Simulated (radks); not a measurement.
# Ionisation of As⁺: one atom, several choices of relativity

One table from this session's results is given with a row withheld; the runs are named, their logs left out.

Program: radks (a radial shooting solver on a logarithmic mesh, Libxc functionals) version 1. Level of theory: Kohn-Sham, PBE, spin-unpolarised, spherical densities. These are calculated values, not measurements, unless marked.

### Starting point

```
element       : arsenic (Z = 33)
charge        : +1
electrons     : 32
configuration : [Ar] 3d10 4s2 4p2
ion           : As²⁺, [Ar] 3d10 4s2 4p1
choices       : non-relativistic; scalar-relativistic; Dirac, 2j+1 shares; Dirac, low j first; scalar-relativistic, finite nucleus; Dirac, 2j+1 shares, finite nucleus; Dirac, c × 0.85; Dirac, c × 1.25; Dirac, c × 100
```

Set-up of the first run:

Input:

```text
Z 33
configuration [Ar] 3d10 4s2 4p2
relativity non-relativistic
functional pbe,pbe
spin unpolarised
nucleus point
```

Among the steps run: non-relativistic: As⁺.

One table of the session follows, with a row left open; its other results are not shown here.

It belongs to the step «non-relativistic: As⁺». Radial moments (bohr):

```
level      <r>  outermost maximum (interpolated)  90 % within  nodes
   1s  0.04638                            0.0306       0.0826      0
   2s        ?                                 ?            ?      ?
   2p   0.1788                             0.138        0.291      0
   3s   0.6091                             0.531        0.909      2
   3p   0.6218                             0.525        0.953      1
   3d   0.6741                             0.476         1.13      0
   4s    1.905                              1.62         2.83      3
   4p    2.320                              1.91         3.53      2
```

**Question.** Estimate the row for 2s.

The run gave: <r>: 0.2067; outermost maximum (interpolated): 0.174; 90 % within: 0.319; nodes: 1. In the column «<r>» it lies between 2p (0.1788) and 3s (0.6091).

To keep in mind: Spin polarisation and multiplet splitting of open shells are left out at every level.
